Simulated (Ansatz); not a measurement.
# ZnS (Wurtzite-2H): a point defect seen from the nuclei (P on an S site), part 3 of 3

Aim: the field gradients at and around a point defect: P on an S site in ZnS (Wurtzite-2H), cell charge -1. The cell is a supercell built from a COD entry. Planned: a single point, then a relaxation, then a check of ecutwfc.

Ansatz 0.2.0; DFT, PBE, plane-wave PAW, default files, scalar-relativistic, as far as a step names no other.

**4. Trying other settings (basis.ecutwfc = 800 eV)**

The input, input.yaml:

```yaml
crystal:
  lattice:
    - [7.622, 0.0, 0.0]
    - [-3.811, 6.6008456276, 0.0]
    - [0.0, 0.0, 12.468]
  atoms:
    - { symbol: Zn, position: [0.1666666666, 0.3333333334, 0.0] }
    - { symbol: Zn, position: [0.1666666666, 0.3333333334, 0.5] }
    - { symbol: Zn, position: [0.1666666666, 0.8333333334, 0.0] }
    - { symbol: Zn, position: [0.1666666666, 0.8333333334, 0.5] }
    - { symbol: Zn, position: [0.6666666666, 0.3333333334, 0.0] }
    - { symbol: Zn, position: [0.6666666666, 0.3333333334, 0.5] }
    - { symbol: Zn, position: [0.6666666666, 0.8333333334, 0.0] }
    - { symbol: Zn, position: [0.6666666666, 0.8333333334, 0.5] }
    - { symbol: Zn, position: [0.3333333334, 0.1666666666, 0.25] }
    - { symbol: Zn, position: [0.3333333334, 0.1666666666, 0.75] }
    - { symbol: Zn, position: [0.3333333334, 0.6666666666, 0.25] }
    - { symbol: Zn, position: [0.3333333334, 0.6666666666, 0.75] }
    - { symbol: Zn, position: [0.8333333334, 0.1666666666, 0.25] }
    - { symbol: Zn, position: [0.8333333334, 0.1666666666, 0.75] }
    - { symbol: Zn, position: [0.8333333334, 0.6666666666, 0.25] }
    - { symbol: Zn, position: [0.8333333334, 0.6666666666, 0.75] }
    - { symbol: P, position: [0.1666666666, 0.3333333334, 0.1925] }
    - { symbol: S, position: [0.1666666666, 0.3333333334, 0.6925] }
    - { symbol: S, position: [0.1666666666, 0.8333333334, 0.1925] }
    - { symbol: S, position: [0.1666666666, 0.8333333334, 0.6925] }
    - { symbol: S, position: [0.6666666666, 0.3333333334, 0.1925] }
    - { symbol: S, position: [0.6666666666, 0.3333333334, 0.6925] }
    - { symbol: S, position: [0.6666666666, 0.8333333334, 0.1925] }
    - { symbol: S, position: [0.6666666666, 0.8333333334, 0.6925] }
    - { symbol: S, position: [0.3333333334, 0.1666666666, 0.4425] }
    - { symbol: S, position: [0.3333333334, 0.1666666666, 0.9425] }
    - { symbol: S, position: [0.3333333334, 0.6666666666, 0.4425] }
    - { symbol: S, position: [0.3333333334, 0.6666666666, 0.9425] }
    - { symbol: S, position: [0.8333333334, 0.1666666666, 0.4425] }
    - { symbol: S, position: [0.8333333334, 0.1666666666, 0.9425] }
    - { symbol: S, position: [0.8333333334, 0.6666666666, 0.4425] }
    - { symbol: S, position: [0.8333333334, 0.6666666666, 0.9425] }
total_charge: -1
kpoints:
  mp_grid: { grid: [3, 3, 2] }
scf:
  occupations: { method: fermi_dirac, width: 0.01 }
hamiltonian:
  xc: pbe
  pseudopotentials: { kind: paw }
output:
  forces: true
  stress: true
  populations: true
  efg:
    quadrupole_moments_barn: { Zn: 0.122, S: -0.0694 }
    contact_densities: true
basis:
  ecutwfc: "800 eV"
```

On the command line:

```sh
ansatz run input.yaml --threads 1 --pin off --max-ram 3072MiB --backend cpu --events-out ev --progress --plain --runs-dir out
```

What it wrote:

```text
Warning: RAYON_NUM_THREADS=1 ignored (pool sized by the plan → 1); use --threads N
Engine: ansatz 0.2.0, x86_64-unknown-linux-gnu
Pseudopotentials: kind: paw
Pseudopotential: Zn, paw, valence charge 12, recommended cutoff 420 eV (normal), Zn.paw.azcp
Pseudopotential: P, paw, valence charge 5, recommended cutoff 420 eV (normal), P.paw.azcp
Pseudopotential: S, paw, valence charge 6, recommended cutoff 420 eV (normal), S.paw.azcp
Functional definition: PBE
  parameter kappa = 0.804
  parameter beta = 0.06672455060314922
  exchange = pbe_x(kappa = kappa, mu = beta*pi^2/3)
  correlation = pbe_c(beta = beta)
Crystal: 32 atoms, lattice volume = 627.286 Å³
Basis set: ecut = 800 eV, 32235 PW (Γ), exchange–correlation on 144×144×240 points (8 copies of the dense FFT grid, shifted against one another)
Bands: 176, of which v1, the nominal top of the filled ones, is band 144 counted from 1 (143 counted from 0)
Symmetry: 6 space group operations
Space group: P3m1 (ITA 156), of the structure as read, at distance tolerance 8.6e-5 Å
k-points: 6 of 18 (time reversal used)
Non-local potential: Zn, projectors of the file, l = 0: 2, l = 1: 2, l = 2: 3, l = 3: 1
Non-local potential: P, projectors of the file, l = 0: 2, l = 1: 2, l = 2: 2
Non-local potential: S, projectors of the file, l = 0: 2, l = 1: 2, l = 2: 2
PAW form: soft (Blöchl's): semilocal exchange-correlation on the pseudo side does not see the compensation charge
PAW one-centre angular grid: Zn, 590 points (default); XC on 64 Gauss nodes
PAW one-centre angular grid: P, 110 points (default); XC on 64 Gauss nodes
PAW one-centre angular grid: S, 110 points (default); XC on 64 Gauss nodes
Initial density: superposition of atomic densities (neutral atoms scaled as one to the charged cell's electrons: chi_scale 0, normalization atom), corrected by the library's trained network
Initial wavefunctions: pseudopotential atomic-orbital guess
Functional: x = pbe(κ = 0.804, μ = 0.2195149727645171), c = pbe(β = 0.06672455060314922)
SCF iter   1: F=—  HF=-67408.629140 eV  |F-HF|=—  |Δ(HF+E_count)|=         —  Δρ=1.58e-2  dr2=1.10e0  ethr=1.77e-3  ⟨swp⟩=7.5  Hψ=5066  notcnv=0  defer=51
preconditioner: auto → Resta (q_TF=auto, 2.396 Å⁻¹)  ε∞=6.9  [insulator: Δε(μ)=1.406 eV  Ē_g=10.359 eV  σ=0.010 eV  W_gap=1.00  n_scr=134 (ndim 8)  ℏωp=25.2 eV  f_vac=0.039  D(μ)=0.00/eV (n_scr^D=0)  ε∞_Penn≈6.9]
SCF iter   2: F=—  HF=-67408.311532 eV  |F-HF|=—  |Δ(HF+E_count)|=   3.18e-1  Δρ=2.07e-3  dr2=5.00e-2  ethr=3.83e-4  ⟨swp⟩=3.0  Hψ=2058  notcnv=0  defer=156
SCF iter   3: F=—  HF=-67408.250961 eV  |F-HF|=—  |Δ(HF+E_count)|=   6.06e-2  Δρ=2.20e-3  dr2=5.02e-2  ethr=1.74e-5  ⟨swp⟩=4.0  Hψ=1768  notcnv=0  defer=156
SCF iter   4: F=—  HF=-67408.242076 eV  |F-HF|=—  |Δ(HF+E_count)|=   8.88e-3  Δρ=6.35e-4  dr2=7.71e-3  ethr=1.74e-5  ⟨swp⟩=2.3  Hψ=1717  notcnv=0  defer=156
SCF iter   5: F=—  HF=-67408.244357 eV  |F-HF|=—  |Δ(HF+E_count)|=   2.28e-3  Δρ=3.05e-4  dr2=8.39e-4  ethr=2.68e-6  ⟨swp⟩=2.0  Hψ=2022  notcnv=0  defer=156
SCF iter   6: F=—  HF=-67408.244267 eV  |F-HF|=—  |Δ(HF+E_count)|=   8.93e-5  Δρ=1.74e-4  dr2=2.05e-4  ethr=2.91e-7  ⟨swp⟩=2.2  Hψ=1716  notcnv=0  defer=156
SCF iter   7: F=—  HF=-67408.244222 eV  |F-HF|=—  |Δ(HF+E_count)|=   4.52e-5  Δρ=6.22e-5  dr2=3.89e-5  ethr=7.13e-8  ⟨swp⟩=2.3  Hψ=1685  notcnv=0  defer=156
SCF iter   8: F=—  HF=-67408.244441 eV  |F-HF|=—  |Δ(HF+E_count)|=   2.19e-4  Δρ=1.41e-5  dr2=2.15e-6  ethr=1.35e-8  ⟨swp⟩=2.3  Hψ=1756  notcnv=0  defer=156
SCF iter   9: F=—  HF=-67408.244444 eV  |F-HF|=—  |Δ(HF+E_count)|=   2.79e-6  Δρ=7.27e-6  dr2=2.74e-7  ethr=7.47e-10  ⟨swp⟩=2.5  Hψ=1769  notcnv=0  defer=156
SCF iter  10: F=—  HF=-67408.244444 eV  |F-HF|=—  |Δ(HF+E_count)|=   1.31e-7  Δρ=6.42e-6  dr2=1.67e-7  ethr=3.47e-11  ⟨swp⟩=17.7  Hψ=7772  notcnv=0
SCF iter  11: F=-67408.244444 eV  HF=-67408.244444 eV  |F-HF|=3.43e-8  |Δ(HF+E_count)|=   3.71e-8  Δρ=2.50e-6  dr2=2.96e-8  ethr=3.47e-11  ⟨swp⟩=2.3  Hψ=3569  notcnv=0
SCF 1 converged in 11 iterations: F = -67408.244444 eV  dr2 = 2.96e-8
SCF converged after 11 iterations
Free energy (F): -67408.244444 eV
Harris-Foulkes:  -67408.244444 eV  (|F-HF|=3.43e-8)
Internal energy: -67408.244444 eV  (E = F + TS)
E sigma→0 (E₀):  -67408.244444 eV
Fermi energy:    7.518575 eV
--- Per-component energies (eV) ---
  E_band       = 107.538260
  E_kinetic    = 3793.260585
  E_local      = -32632.444303  (includes V_loc(G=0)·N_el)
  E_nonlocal   = 10295.256527
  E_hartree    = 13658.198783
  E_xc         = -3727.835008
  E_vxc        = -2223.054037  (∫ρ·V_xc dr)
  E_paw        = -38826.096315  (= ΣΔE_a)
  E_vpaw       = -6441.880045  (= ΣTr[D̂ρ^β])
  E_aug_tail   = 0.000289  (compensation charges beyond the density's cutoff)
  E_ewald      = -19968.585002
  E_smearing   = -0.000000  (= −TS)
  E_closure    = 0.000000  (closes the sum)
  E_deformation_potential = -11.933274  (in the stress; not in F)
  Σ components = -67408.244444   (vs F -67408.244444, Δ=0.00e0)
--- Forces (eV/Å), atoms counted from 1 ---
  atom   1  Zn     0.00000000    -0.00000000     1.32187525
  atom   2  Zn     0.00000000    -0.00000000     0.08638193
  atom   3  Zn     0.06204323     0.03582067     0.52820331
  atom   4  Zn     0.09200401     0.05311854     0.23190262
  atom   5  Zn     0.00000000    -0.07164135     0.52820331
  atom   6  Zn     0.00000000    -0.10623708     0.23190262
  atom   7  Zn    -0.06204323     0.03582067     0.52820331
  atom   8  Zn    -0.09200401     0.05311854     0.23190262
  atom   9  Zn    -0.63523549     0.36675338    -0.14800050
  atom  10  Zn     0.03693702    -0.02132560     0.51826501
  atom  11  Zn     0.00000000    -0.73350676    -0.14800050
  atom  12  Zn     0.00000000     0.04265120     0.51826501
  atom  13  Zn     0.63523549     0.36675338    -0.14800050
  atom  14  Zn    -0.03693702    -0.02132560     0.51826501
  atom  15  Zn     0.00000000     0.00000000     0.06907625
  atom  16  Zn     0.00000000     0.00000000     0.40802745
  atom  17  P      0.00000000    -0.00000000    -0.34784166
  atom  18  S      0.00000000    -0.00000000    -0.31885353
  atom  19  S      0.03067348     0.01770934    -0.30065924
  atom  20  S     -0.04515558    -0.02607059    -0.33141514
  atom  21  S      0.00000000    -0.03541869    -0.30065924
  atom  22  S      0.00000000     0.05214117    -0.33141514
  atom  23  S     -0.03067348     0.01770934    -0.30065924
  atom  24  S      0.04515558    -0.02607059    -0.33141514
  atom  25  S      0.13155833    -0.07595524     0.04177745
  atom  26  S      0.12718089    -0.07342792    -0.72962424
  atom  27  S      0.00000000     0.15191047     0.04177745
  atom  28  S      0.00000000     0.14685584    -0.72962424
  atom  29  S     -0.13155833    -0.07595524     0.04177745
  atom  30  S     -0.12718089    -0.07342792    -0.72962424
  atom  31  S      0.00000000     0.00000000    -0.20416530
  atom  32  S      0.00000000     0.00000000    -0.44583834
  max |Σ_I F_I| component: 9.84e-6 eV/Å
--- Stress (GPa, compression-positive) ---
        3.336337       0.000000       0.000000
        0.000000       3.336337      -0.000000
        0.000000      -0.000000       1.157950
  P = ⅓ Tr σ = 2.6102 GPa (26.102 kbar)
--- PAW observables at the nuclei: V_zz in 10²¹ V/m², potentials from the cell's mean, atoms counted from 1 ---
  atom   1  Zn V_zz =    -3.206826   η = 0.0000   by run symmetry: allowed   C_q = -9.4600 MHz
            electrostatic potential = -3942.005809 V   contact ρ = 166607.931851 e/Å³
  atom   2  Zn V_zz =    +2.172652   η = 0.0000   by run symmetry: allowed   C_q = +6.4092 MHz
            electrostatic potential = -3941.478350 V   contact ρ = 166604.233162 e/Å³
  atom   3  Zn V_zz =    +1.279969   η = 0.2370   by run symmetry: allowed   C_q = +3.7758 MHz
            electrostatic potential = -3941.548205 V   contact ρ = 166604.104109 e/Å³
  atom   4  Zn V_zz =    +2.230892   η = 0.1420   by run symmetry: allowed   C_q = +6.5810 MHz
            electrostatic potential = -3941.451579 V   contact ρ = 166604.440822 e/Å³
  atom   5  Zn V_zz =    +1.279969   η = 0.2370   by run symmetry: allowed   C_q = +3.7758 MHz
            electrostatic potential = -3941.548205 V   contact ρ = 166604.104110 e/Å³
  atom   6  Zn V_zz =    +2.230892   η = 0.1420   by run symmetry: allowed   C_q = +6.5810 MHz
            electrostatic potential = -3941.451579 V   contact ρ = 166604.440821 e/Å³
  atom   7  Zn V_zz =    +1.279969   η = 0.2370   by run symmetry: allowed   C_q = +3.7758 MHz
            electrostatic potential = -3941.548205 V   contact ρ = 166604.104109 e/Å³
  atom   8  Zn V_zz =    +2.230892   η = 0.1420   by run symmetry: allowed   C_q = +6.5810 MHz
            electrostatic potential = -3941.451579 V   contact ρ = 166604.440822 e/Å³
  atom   9  Zn V_zz =    -5.153390   η = 0.7536   by run symmetry: allowed   C_q = -15.2022 MHz
            electrostatic potential = -3942.218699 V   contact ρ = 166609.161206 e/Å³
  atom  10  Zn V_zz =    +1.060482   η = 0.0339   by run symmetry: allowed   C_q = +3.1284 MHz
            electrostatic potential = -3941.355149 V   contact ρ = 166604.376722 e/Å³
  atom  11  Zn V_zz =    -5.153390   η = 0.7536   by run symmetry: allowed   C_q = -15.2022 MHz
            electrostatic potential = -3942.218699 V   contact ρ = 166609.161206 e/Å³
  atom  12  Zn V_zz =    +1.060482   η = 0.0339   by run symmetry: allowed   C_q = +3.1284 MHz
            electrostatic potential = -3941.355149 V   contact ρ = 166604.376722 e/Å³
  atom  13  Zn V_zz =    -5.153390   η = 0.7536   by run symmetry: allowed   C_q = -15.2022 MHz
            electrostatic potential = -3942.218699 V   contact ρ = 166609.161206 e/Å³
  atom  14  Zn V_zz =    +1.060482   η = 0.0339   by run symmetry: allowed   C_q = +3.1284 MHz
            electrostatic potential = -3941.355149 V   contact ρ = 166604.376722 e/Å³
  atom  15  Zn V_zz =    +2.761792   η = 0.0000   by run symmetry: allowed   C_q = +8.1471 MHz
            electrostatic potential = -3941.719112 V   contact ρ = 166604.333335 e/Å³
  atom  16  Zn V_zz =    +1.529041   η = 0.0000   by run symmetry: allowed   C_q = +4.5106 MHz
            electrostatic potential = -3941.306408 V   contact ρ = 166604.297148 e/Å³
  atom  17  P  V_zz =    +1.118791   η = 0.0000   by run symmetry: allowed
            electrostatic potential = -1495.841280 V   contact ρ = 16017.718050 e/Å³
  atom  18  S  V_zz =    -1.066644   η = 0.0000   by run symmetry: allowed   C_q = +1.7899 MHz
            electrostatic potential = -1632.875195 V   contact ρ = 19764.941331 e/Å³
  atom  19  S  V_zz =    -2.532109   η = 0.1561   by run symmetry: allowed   C_q = +4.2491 MHz
            electrostatic potential = -1633.465497 V   contact ρ = 19765.085022 e/Å³
  atom  20  S  V_zz =    -1.120209   η = 0.1276   by run symmetry: allowed   C_q = +1.8798 MHz
            electrostatic potential = -1632.890992 V   contact ρ = 19764.965605 e/Å³
  atom  21  S  V_zz =    -2.532109   η = 0.1561   by run symmetry: allowed   C_q = +4.2491 MHz
            electrostatic potential = -1633.465497 V   contact ρ = 19765.085022 e/Å³
  atom  22  S  V_zz =    -1.120209   η = 0.1276   by run symmetry: allowed   C_q = +1.8798 MHz
            electrostatic potential = -1632.890992 V   contact ρ = 19764.965605 e/Å³
  atom  23  S  V_zz =    -2.532109   η = 0.1561   by run symmetry: allowed   C_q = +4.2491 MHz
            electrostatic potential = -1633.465497 V   contact ρ = 19765.085022 e/Å³
  atom  24  S  V_zz =    -1.120209   η = 0.1276   by run symmetry: allowed   C_q = +1.8798 MHz
            electrostatic potential = -1632.890992 V   contact ρ = 19764.965605 e/Å³
  atom  25  S  V_zz =    -2.196457   η = 0.1395   by run symmetry: allowed   C_q = +3.6858 MHz
            electrostatic potential = -1633.139113 V   contact ρ = 19765.131565 e/Å³
  atom  26  S  V_zz =    -1.347733   η = 0.1976   by run symmetry: allowed   C_q = +2.2616 MHz
            electrostatic potential = -1633.148178 V   contact ρ = 19765.101392 e/Å³
  atom  27  S  V_zz =    -2.196457   η = 0.1395   by run symmetry: allowed   C_q = +3.6858 MHz
            electrostatic potential = -1633.139113 V   contact ρ = 19765.131565 e/Å³
  atom  28  S  V_zz =    -1.347733   η = 0.1976   by run symmetry: allowed   C_q = +2.2616 MHz
            electrostatic potential = -1633.148178 V   contact ρ = 19765.101392 e/Å³
  atom  29  S  V_zz =    -2.196457   η = 0.1395   by run symmetry: allowed   C_q = +3.6858 MHz
            electrostatic potential = -1633.139113 V   contact ρ = 19765.131565 e/Å³
  atom  30  S  V_zz =    -1.347733   η = 0.1976   by run symmetry: allowed   C_q = +2.2616 MHz
            electrostatic potential = -1633.148178 V   contact ρ = 19765.101392 e/Å³
  atom  31  S  V_zz =    -1.046072   η = 0.0000   by run symmetry: allowed   C_q = +1.7554 MHz
            electrostatic potential = -1632.989667 V   contact ρ = 19764.938978 e/Å³
  atom  32  S  V_zz =    -0.252797   η = 0.0000   by run symmetry: allowed   C_q = +0.4242 MHz
            electrostatic potential = -1632.992494 V   contact ρ = 19764.928687 e/Å³
--- Band table (eV; the first three rows and the last of 6) ---
[... 4 lines left out ...]
--- Löwdin populations: 32 sites ---
  site symbol       q [e]
     0     Zn     10.7456
     1     Zn     10.7208
     2     Zn     10.7202
     3     Zn     10.7245
     4     Zn     10.7202
     5     Zn     10.7245
     6     Zn     10.7202
     7     Zn     10.7245
     8     Zn     10.7485
     9     Zn     10.7242
    10     Zn     10.7485
    11     Zn     10.7242
    12     Zn     10.7485
    13     Zn     10.7242
    14     Zn     10.7211
    15     Zn     10.7236
    16      P      6.5219
    17      S      7.1027
    18      S      7.1056
    19      S      7.1042
    20      S      7.1056
    21      S      7.1042
    22      S      7.1056
    23      S      7.1042
    24      S      7.1020
    25      S      7.1000
    26      S      7.1020
    27      S      7.1000
    28      S      7.1020
    29      S      7.1000
    30      S      7.1012
    31      S      7.1011
  spilling = 0.011371 (of n_electrons = 288.000000)
```

Wall time 6.7 min (1 thread of AMD EPYC 7R13 (Zen 3), shared host); peak memory 2.5 GiB.

State: gap on the mesh 1.18 eV, largest force 1.322 eV/Å, pressure 2.6 GPa.

Against step 2 (V_zz in 10²¹ V/m²; 13 of 16 rows, with the four largest changes of size):

```csv
site,atoms,"V_zz, PBE","V_zz, ecutwfc 800 eV","η, PBE","η, ecutwfc 800 eV"
P,17,1.12,1.12,0.00,0.00
Zn9,"9, 11, 13",-5.16,-5.15,0.75,0.75
Zn1,1,-3.21,-3.21,0.00,0.00
S19,"19, 21, 23",-2.53,-2.53,0.15,0.16
S25,"25, 27, 29",-2.20,-2.20,0.14,0.14
S26,"26, 28, 30",-1.35,-1.35,0.20,0.20
Zn2,2,2.18,2.17,0.00,0.00
Zn15,15,2.76,2.76,0.00,0.00
Zn3,"3, 5, 7",1.28,1.28,0.24,0.24
S31,31,-1.05,-1.05,0.00,0.00
S32,32,-0.26,-0.25,0.00,0.00
S18,18,-1.07,-1.07,0.00,0.00
S20,"20, 22, 24",-1.13,-1.12,0.13,0.13
```

The sizes of the gradients above 0.15 moved by 0.2 % in the median, 2.6 % at the site that moves most (small gradients counted from 0.15; S32, -0.26 to -0.25). The free energy moved by -1.7 meV/atom.

**5. From gradients to spectra (values of step 3)**

⁶⁷Zn (I = 5/2, Q = 122.0 mb) at 23.5 T, Larmor frequency 62.7 MHz. Second-order quadrupolar shifts of the central transition; chemical shifts are not computed, so all sites share one zero.

| site | count | C_Q (MHz) | η | ν_Q (MHz) | δ_QIS (ppm) |
| --- | --- | --- | --- | --- | --- |
| Zn9 | 3 | -17.6 | 0.27 | 2.63 | -481.7 |
| Zn1 | 1 | -17.8 | 0.00 | 2.68 | -485.1 |
| Zn2 | 1 | 2.93 | 0.00 | 0.440 | -13.1 |
| Zn15 | 1 | 5.35 | 0.00 | 0.802 | -43.6 |
| Zn3 | 3 | -3.34 | 0.55 | 0.501 | -18.7 |
| Zn16 | 1 | -2.20 | 0.00 | 0.330 | -7.4 |

⁶⁷Zn central transition, static powder:

kHz, intensity and a bar:
```
   -132.5          0 
   -116.6          4 #
   -100.8          8 ##
    -85.0          8 ##
    -69.2          9 ###
    -53.4          7 ##
    -37.6          6 ##
    -21.7          6 ##
     -5.9        100 ##############################
      9.9         27 ########
     25.7          5 ##
     41.5          9 ##
     57.3          6 ##
     73.2          0
```

**6. Outcome**

This closing draws on all 3 parts.

| quantity | value |
| --- | --- |
| state (step 3) | gap on the mesh 1.52 eV, largest force 0.008 eV/Å, pressure 2.6 GPa |
| V_zz by site, step 3 (10²¹ V/m²) | P 1.02, Zn9 -5.95, Zn1 -6.05, S19 -2.12, S25 -1.48, S26 -1.43, Zn2 0.99, Zn15 1.81, … |
| largest C_Q in size, step 3 | 17.8 MHz, ⁶⁷Zn at Zn1 |
| step 3 (ions relaxed) against step 2 | 43 % in the median, over a factor of two at the site that moves most (small gradients counted from 0.15; S32, -0.26 to 0.81), with a change of sign at Zn3, S32, Zn10 and others |
| step 4 (basis.ecutwfc = 800 eV) against step 2, before relaxation | 0.2 % in the median, 2.6 % at the site that moves most (small gradients counted from 0.15; S32, -0.26 to -0.25) |

The largest gradient sits at Zn1 (1 P at 2.27 Å, 3 S at 2.37 Å). The runs allow no spin. The relaxation kept the symmetry P3m1, so a distorted place of lower energy may have been missed. Relaxing moved atoms by up to 0.11 Å and single gradients by over a factor of two in size at the worst site (43 % in the median) (gradients over 0.15 counted), so small moves matter. At 23.5 T the ⁶⁷Zn line of the largest coupling listed spans about 160 kHz, too broad for magic-angle spinning to narrow; it calls for wide-line methods. The defect repeats with the cell of 32 atoms, so it feels its images: sites between two images don't show the values beside a lone defect, and zeros or small values of η there can come from the images' arrangement. S and Zn carry a gradient in the pure host already, so the values there aren't the defect's effect alone. The relaxation keeps the site symmetry 3m of the start, so the impurity can move only along its axis; a start off the site could end lower. A uniform background compensates the cell's charge.

These are semilocal Kohn-Sham gaps, which aren't the measured quantity. Such gaps usually fall short of the measured ones.
